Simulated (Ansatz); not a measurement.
# C2H5BOSi: the cost of one run

Program: Ansatz 0.2.0, Gaussian basis. Level of theory: the settings change from run to run. These are calculated values, not measurements.

1 further run of the same task is left out (it didn't finish).

## 1. The geometry

The geometry comes from an earlier relaxation with PBE0-D4 in a triple-zeta def2 set; it is a stationary point, not always the lowest conformer.

SMILES `BOC1=C[SiH2]1`, 10 atoms, charge 0, spin multiplicity 1.

Atoms are counted from 1 here; the program's logs count them from 0.

Bond lengths: B1–O2 1.359 Å, B1–H6 1.193 Å, B1–H7 1.196 Å, O2–C3 1.354 Å, C3–C4 1.330 Å, C3–Si5 1.798 Å, C4–Si5 1.820 Å, C4–H8 1.082 Å, Si5–H9 1.484 Å, Si5–H10 1.484 Å. Angles: O2–B1–H6 115.8°, O2–B1–H7 120.6°, H6–B1–H7 123.6°, B1–O2–C3 122.0°, O2–C3–C4 138.6°, O2–C3–Si5 152.0°, C4–C3–Si5 69.3°, C3–C4–Si5 67.6°, C3–C4–H8 138.3°, Si5–C4–H8 154.2°, C3–Si5–C4 43.1°, C3–Si5–H9 122.1°, C3–Si5–H10 122.1°, C4–Si5–H9 121.7°, C4–Si5–H10 121.7°, H9–Si5–H10 110.7°.

## 2. r2SCAN0/pcseg-2

Set apart from the defaults: multiplicity 3, atoms shaken by 0.03 Å, a point charge of -1.00 e beside it.

Input file in.yaml:

```yaml
crystal:
  periodic: [false, false, false]
  atoms:
    - {symbol: B, position_ang: [-1.788649, 1.155886, 0.377889]}
    - {symbol: O, position_ang: [-0.475003, 1.293323, 0.049754]}
    - {symbol: C, position_ang: [0.318074, 0.144928, -0.099882]}
    - {symbol: C, position_ang: [0.130751, -1.153265, -0.038067]}
    - {symbol: Si, position_ang: [1.874663, -0.586244, -0.405524]}
    - {symbol: H, position_ang: [-2.300650, 2.250617, 0.499969]}
    - {symbol: H, position_ang: [-2.327404, 0.115542, 0.558384]}
    - {symbol: H, position_ang: [-0.653782, -1.877523, 0.173502]}
    - {symbol: H, position_ang: [2.409857, -0.744589, -1.778016]}
    - {symbol: H, position_ang: [2.906520, -0.662839, 0.581121]}
basis:
  gaussian: {orbitals: pcseg-2, point_charges: [{charge: -1.00, position_ang: [5.529, 0.294, -0.709]}]}
magnetization: {spin_polarized: true, initial_magnetization: 2}
hamiltonian: {xc: {name: r2SCAN0}}
output: {forces: true}
```

Started as:

```sh
$ ansatz run in.yaml --threads 2 --pin off --events-out ev --progress --plain --max-ram 4352MiB
```

**Question.** How long does this run take on 2 threads of Arm Neoverse N1, shared host, and how much memory does it need?

About 49 s, with a peak of 0.7 GiB.
